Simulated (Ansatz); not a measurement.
# SiAsH2+ (triplet): the correlation ladder, cc-pVTZ

One table from this session's results is given with a row withheld; the runs are named, their logs left out.

Program: Ansatz 0.2.0, Gaussian basis. Level of theory: cc-pVTZ, core rule «outside noble gas», up to 19 orbitals frozen. These are calculated values, not measurements.

The runs, in order: UHF; CCSD(T) on ROHF; CCSD(T) on UHF; BCCD(T) on ROHF; CCSDT(Q) on ROHF; CCSDT(Q) on UHF; CASSCF and MRCISD+Q, 10 electrons in 10 orbitals; CASSCF and NEVPT2, 10 electrons in 10 orbitals.

5 further runs of the same task are left out: 5 set aside as unsound or not needed.

## The system

The geometry is a PBE0/def2-TZVP stationary point (not a proven minimum) of the parent state, kept for this charge and spin. No spin-orbit coupling is included. The filled d shell of As may be among the frozen orbitals whatever the setting's name suggests; the logs give the count.

4 atoms, charge 1, spin multiplicity 3.

Atoms are counted from 1 here; the program's logs count them from 0.

Bond lengths: Si1–As2 2.429 Å, Si1–H3 1.497 Å, As2–H4 1.525 Å. Angles: As2–Si1–H3 114.9°, Si1–As2–H4 92.5°.

Geometry (Å):

```
atom    x (Å)     y (Å)     z (Å)
 Si1  0.00000  -0.12545   1.74647
 As2  0.00000   0.05082  -0.67651
  H3  0.00000   1.18218   2.47457
  H4  0.00000  -1.46422  -0.85295
```

Set-up of the first run:

in.yaml

```yaml
crystal:
  periodic: [false, false, false]
  atoms:
    - {symbol: Si, position_ang: [0.000000, -0.125451, 1.746470]}
    - {symbol: As, position_ang: [0.000000, 0.050822, -0.676507]}
    - {symbol: H, position_ang: [0.000000, 1.182184, 2.474574]}
    - {symbol: H, position_ang: [0.000000, -1.464222, -0.852954]}
basis:
  gaussian: {orbitals: cc-pVTZ}
total_charge: 1
magnetization: {spin_polarized: true, initial_magnetization: 2}
hamiltonian: {xc: hf}
output: {orbitals: {seedname: orbitals}}
```

Launch:

```
$ ansatz run in.yaml --threads 1 --pin off --events-out ev --progress --plain --max-ram 4096MiB --backend cpu
```

Among the steps run: UHF; CCSD(T) on ROHF; CCSD(T) on UHF; BCCD(T) on ROHF; CCSDT(Q) on ROHF; CCSDT(Q) on UHF; CASSCF and MRCISD+Q, 10 electrons in 10 orbitals; CASSCF and NEVPT2, 10 electrons in 10 orbitals.

One table of the session follows, with a row left open; its other results are not shown here.

It belongs to the step «Misses and costs». 

```
          method  from UCCSDT(Q) (meV)
            ROHF               +6580.4
             UHF                     ?
            RMP2               +1341.6
            UMP2               +1387.4
           RCCSD                +356.5
           UCCSD                +341.7
        RCCSD(T)                 +71.4
        UCCSD(T)                 +70.6
         BCCD(T)                 +72.8
          RCCSDT                 +23.0
          UCCSDT                 +17.8
       RCCSDT(Q)                  +6.1
       UCCSDT(Q)                     0
  CASSCF valence               +4563.0
  NEVPT2 valence               +1113.2
  MRCISD valence                +407.6
MRCISD+Q valence                 +61.4
```

Q: Estimate the row for UHF from the others.

**Answer.** from UCCSDT(Q) (meV): +6372.4. In the column «from UCCSDT(Q) (meV)» it lies between CASSCF valence (+4563.0) and ROHF (+6580.4).

Limits of these values: Restricted and unrestricted rows rest on different reference determinants; where their highest levels disagree by more than a few hundredths of an eV, they describe different states and don't form one ladder.
